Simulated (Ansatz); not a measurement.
# CH₄BrGaOS: ionisation energy by level of theory

One table from this session's results is given with a row withheld; the runs are named, their logs left out.

Computed with Ansatz 0.2.0, Gaussian basis. Level: unrestricted cation, the program's frozen cores in correlated methods.

Plan: UKS PBE-D4/def2-TZVPP; UKS r2SCAN-D4/def2-TZVPP; UKS PBE0-D4/def2-TZVPP; UKS B3LYP-D4/def2-TZVPP; UKS wB97X-V/def2-TZVPP; UKS wB97M-V/def2-TZVPP; UKS B2PLYP/def2-TZVPP; UHF-CCSD(T)/def2-TZVPP; UHF-MP2/def2-QZVPP; extrapolation to the limit; then −ε(HOMO) from the neutral's earlier runs with LDA (SPW92), PBE-D4, revPBE-D4, BLYP-D4, r2SCAN-D4, B97M-V, PBE0-D4, B3LYP-D4, r2SCANh-D4, r2SCAN0-D4, HSE06-D4, BHLYP-D4, CAM-B3LYP-D4, LC-ωPBE, ωB97X-V, ωB97M-V.

### The relaxed structure

All runs share one geometry, relaxed beforehand with PBE0-D4 in a triple-zeta def2 set.

SMILES `C[O][Ga]([SH])[Br]`, 9 atoms, charge 0, spin multiplicity 1.

Atoms are counted from 1 here; the program's logs count them from 0.

Bond lengths: C1–O2 1.410 Å, C1–H6 1.094 Å, C1–H7 1.094 Å, C1–H8 1.096 Å, O2–Ga3 1.767 Å, Ga3–S4 2.176 Å, Ga3–Br5 2.278 Å, S4–H9 1.346 Å. Angles: O2–C1–H6 109.4°, O2–C1–H7 109.5°, O2–C1–H8 113.1°, H6–C1–H7 108.4°, H6–C1–H8 108.2°, H7–C1–H8 108.2°, C1–O2–Ga3 124.5°, O2–Ga3–S4 118.9°, O2–Ga3–Br5 119.3°, S4–Ga3–Br5 121.7°, Ga3–S4–H9 91.6°.

Set-up of the first run:

in.yaml reads:

```yaml
crystal:
  periodic: [false, false, false]
  atoms:
    - {symbol: C, position_ang: [1.113429, 0.987110, 0.606215]}
    - {symbol: O, position_ang: [0.435156, -0.239509, 0.457721]}
    - {symbol: Ga, position_ang: [-0.937541, -0.499482, -0.624860]}
    - {symbol: S, position_ang: [-1.847334, -2.474189, -0.716512]}
    - {symbol: Br, position_ang: [-1.708531, 1.234326, -1.885301]}
    - {symbol: H, position_ang: [1.064133, 1.305255, 1.652093]}
    - {symbol: H, position_ang: [2.165505, 0.857331, 0.334185]}
    - {symbol: H, position_ang: [0.695381, 1.787091, -0.015123]}
    - {symbol: H, position_ang: [-0.980189, -2.957933, 0.191573]}
basis:
  gaussian: {orbitals: def2-TZVPP}
total_charge: 1
magnetization: {spin_polarized: true, initial_magnetization: 1}
hamiltonian: {xc: pbe, dispersion: d4}
```

On the command line:

```bash
ansatz run in.yaml --threads 2 --pin off --events-out ev --progress --plain --max-ram 32768MiB --backend cpu
```

Among the steps run: Cation, UKS PBE-D4/def2-TZVPP; Cation, UKS r2SCAN-D4/def2-TZVPP; Cation, UKS PBE0-D4/def2-TZVPP; Cation, UKS B3LYP-D4/def2-TZVPP; Cation, UKS wB97X-V/def2-TZVPP; Cation, UKS wB97M-V/def2-TZVPP; Cation, UKS B2PLYP (frozen core)/def2-TZVPP; Cation, UHF-CCSD(T)/def2-TZVPP; Cation, UHF-MP2/def2-QZVPP.

One table of the session follows, with a row left open; its other results are not shown here.

It belongs to the step «Ionisation energies side by side». Orbital estimates, from the neutral's runs:

| functional | −ε(HOMO) (eV) |
| --- | --- |
| LDA (SPW92) | 6.72 |
| PBE-D4 | 6.57 |
| revPBE-D4 | 6.51 |
| BLYP-D4 | ? |
| r2SCAN-D4 | 6.89 |
| B97M-V | 6.96 |
| PBE0-D4 | 7.93 |
| B3LYP-D4 | 7.66 |
| r2SCANh-D4 | 7.39 |
| r2SCAN0-D4 | 8.14 |
| HSE06-D4 | 7.52 |
| BHLYP-D4 | 9.06 |
| CAM-B3LYP-D4 | 9.26 |
| LC-ωPBE | 10.67 |
| ωB97X-V | 10.30 |
| ωB97M-V | 10.15 |

**Question.** Estimate the row for BLYP-D4.

Worked estimate for «−ε(HOMO) (eV)». Against the share of exact exchange, B3LYP-D4 (0.2, 7.66), BHLYP-D4 (0.5, 9.06) give a slope of 4.67 per unit share; at 0 the line stands at 6.73.

**Answer.** −ε(HOMO) (eV): 6.43. In «−ε(HOMO) (eV)» the line misses by +0.30.
